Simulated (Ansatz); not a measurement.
# C₃H₇AlO: up Jacob's ladder to CCSD(T)

An exercise on one series of results from a longer session: the logs are not shown, and one member is left open.

The runs use Ansatz 0.2.0, Gaussian basis; functionals in def2-TZVPP, the program's frozen cores in correlated methods.

The runs, in order: PBE-D4, r2SCAN-D4, PBE0-D4, B3LYP-D4, ωB97X-V, ωB97M-V, B2PLYP; CCSD(T)/def2-TZVPP; MP2/def2-QZVPP; extrapolation to the limit.

**Structure used throughout**

All runs share one geometry, relaxed beforehand with PBE0-D4 in a triple-zeta def2 set.

SMILES `C=CC[O][AlH2]`, 12 atoms, charge 0, spin multiplicity 1.

Atoms are counted from 1 here; the program's logs count them from 0.

Bond lengths: C1–C2 1.325 Å, C1–H6 1.084 Å, C1–H7 1.086 Å, C2–C3 1.493 Å, C2–H8 1.088 Å, C3–O4 1.404 Å, C3–H9 1.099 Å, C3–H10 1.098 Å, O4–Al5 1.690 Å, Al5–H11 1.585 Å, Al5–H12 1.577 Å. Angles: C2–C1–H6 121.8°, C2–C1–H7 121.3°, H6–C1–H7 116.9°, C1–C2–C3 124.2°, C1–C2–H8 120.4°, C3–C2–H8 115.4°, C2–C3–O4 110.8°, C2–C3–H9 109.4°, C2–C3–H10 109.5°, O4–C3–H9 111.8°, O4–C3–H10 108.0°, H9–C3–H10 107.2°, C3–O4–Al5 132.0°, O4–Al5–H11 118.7°, O4–Al5–H12 116.2°, H11–Al5–H12 125.1°.

Set-up of the first run:

Input file in.yaml:

```yaml
crystal:
  periodic: [false, false, false]
  atoms:
    - {symbol: C, position_ang: [-1.823349, -0.794457, 0.765052]}
    - {symbol: C, position_ang: [-0.618569, -1.101792, 0.307806]}
    - {symbol: C, position_ang: [0.615947, -0.314980, 0.601677]}
    - {symbol: O, position_ang: [1.271085, 0.048228, -0.586089]}
    - {symbol: Al, position_ang: [1.341118, 1.505269, -1.440260]}
    - {symbol: H, position_ang: [-2.692498, -1.400489, 0.536653]}
    - {symbol: H, position_ang: [-1.982600, 0.077081, 1.393298]}
    - {symbol: H, position_ang: [-0.477386, -1.971714, -0.329825]}
    - {symbol: H, position_ang: [0.353216, 0.562978, 1.208345]}
    - {symbol: H, position_ang: [1.306699, -0.926728, 1.197182]}
    - {symbol: H, position_ang: [0.684100, 2.796307, -0.797581]}
    - {symbol: H, position_ang: [2.099237, 1.465197, -2.822259]}
basis:
  gaussian: {orbitals: def2-TZVPP}
hamiltonian: {xc: pbe, dispersion: d4}
output: {forces: true, orbitals: {seedname: orbitals}}
```

On the command line:

```console
ansatz run in.yaml --threads 4 --pin off --events-out ev --progress --plain --max-ram 10444MiB
```

Steps of the session up to this table: PBE-D4 (GGA); r2SCAN-D4 (meta-GGA); PBE0-D4 (hybrid); B3LYP-D4 (hybrid); ωB97X-V (range-separated); ωB97M-V (range-separated); B2PLYP (double hybrid); CCSD(T) in def2-TZVPP; MP2 in def2-QZVPP.

One of the session's tables, all rows but one given; the rest of the session is left out.

```
            method  atomisation energy (eV)
            PBE-D4                   48.060
         r2SCAN-D4                   47.396
           PBE0-D4                   47.274
          B3LYP-D4                   47.309
           ωB97X-V                   47.348
           ωB97M-V                   47.402
            B2PLYP                   46.863
     HF/def2-TZVPP                   35.056
    MP2/def2-TZVPP                        ?
   CCSD/def2-TZVPP                   45.535
CCSD(T)/def2-TZVPP                   46.190
           MP2/CBS                   48.020
       CCSD(T)/CBS                   47.324
```

**Question.** Estimate the row for MP2/def2-TZVPP.

The run gave: atomisation energy (eV): 46.886. In the column «atomisation energy (eV)» it lies between B2PLYP (46.863) and PBE0-D4 (47.274).

Caveats from the session: Free atoms (3 C, 1 O, 1 Al, 7 H) were run apart at each level; the atomisation energy is their sum less the molecule, without zero-point or spin-orbit terms.
